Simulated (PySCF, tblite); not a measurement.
**C₄H₁₄Si₃: geometry, infrared bands and NMR shifts**

What infrared bands and NMR shifts should C₄H₁₄Si₃ (`C[SiH2]C/C=C/[SiH2][SiH3]`) show?

Computed with tblite 0.8.0 and PySCF 2.14.0, with density-fitted response routines of our own, on a single molecule in the gas phase. Atoms are numbered from 0 throughout.

**1. The molecule as given**

21 atoms, charge 0, multiplicity 1; geometry from: force field or distance geometry start.

Bonds of the start (Å): C0–Si1 1.86, Si1–C2 1.89, C2–C3 1.51, C3–C4 1.35, C4–Si5 1.84, Si5–Si6 2.32, C0–H7 1.10, C0–H8 1.09, C0–H9 1.10, Si1–H10 1.49, Si1–H11 1.47, C2–H12 1.10, C2–H13 1.10, C3–H14 1.08, C4–H15 1.09, Si5–H16 1.49, Si5–H17 1.48, Si6–H18 1.50, Si6–H19 1.49, Si6–H20 1.49.

**2. Geometry optimisation with GFN2-xTB**

Job settings and geometry (Å):

```
{"job": {"kind": "relax", "xc": "GFN2-xTB", "basis": "xTB"}, "charge": 0, "multiplicity": 1}
C     -2.317800     1.089200     1.108300
Si    -2.830700    -0.151500    -0.174900
C     -1.493600    -1.474700    -0.398000
C     -0.177100    -0.945200    -0.904000
C      0.959800    -1.031300    -0.177500
Si     2.610300    -0.435200    -0.733600
Si     3.236300     1.438800     0.475600
H     -3.105700     1.844500     1.258300
H     -1.409700     1.615700     0.812500
H     -2.141100     0.612900     2.079500
H     -4.095500    -0.811300     0.253700
H     -3.088400     0.525000    -1.458000
H     -1.381700    -2.003800     0.558000
H     -1.866300    -2.209000    -1.127400
H     -0.173400    -0.511500    -1.895500
H      0.961200    -1.477000     0.816000
H      3.604900    -1.523400    -0.524100
H      2.569700    -0.123300    -2.184700
H      3.280000     1.124200     1.940100
H      4.588800     1.912200     0.069300
H      2.261100     2.551700     0.278500
```

Command:

```bash
$ OMP_NUM_THREADS=1 python probes_run.py task.json out
```

This one command runs all jobs of the session in turn.

**Question.** This job is followed by: GFN2-xTB harmonic vibrations, gas phase; GIAO PBE0/pcSseg-1 NMR shielding, non-relativistic, gas phase. What will the session give for the following? strongest single infrared mode (GFN2-xTB); zero-point energy (GFN2-xTB); 13C shifts against TMS (PBE0/pcSseg-1); 1H shifts against TMS (PBE0/pcSseg-1, means over atoms taken as alike); 29Si shifts against TMS (PBE0/pcSseg-1).

The runs gave:

| quantity | value |
| --- | --- |
| strongest single infrared mode (GFN2-xTB) | 2214 cm⁻¹, 600 km/mol |
| zero-point energy (GFN2-xTB) | 95.3 kcal/mol |
| 13C shifts against TMS (PBE0/pcSseg-1) | 157.0, 124.2, 28.0, -9.0 ppm |
| 1H shifts against TMS (PBE0/pcSseg-1, means over atoms taken as alike) | 6.47, 5.61, 4.33, 4.14, 3.41, 1.94, 0.09 ppm |
| 29Si shifts against TMS (PBE0/pcSseg-1) | -47.6, -76.5, -118.4 ppm |

**Reading.** Over 137 steps the energy fell by 0.163 eV; of the close pairs, C0–Si1 changed most, 1.857 to 1.897 Å. The lowest mode is slightly imaginary (14i cm⁻¹), a soft motion within the noise of the Hessian, so the minimum is not strictly shown. The strongest single mode, at 2214 cm⁻¹, moves mainly H20. Unscaled tight-binding wavenumbers are off by several per cent, some by more. Its intensities can rank the bands wrongly. At PBE0/pcSseg-1: The widest tensor belongs to C3: span 245 ppm, with a paramagnetic part of -230 ppm.
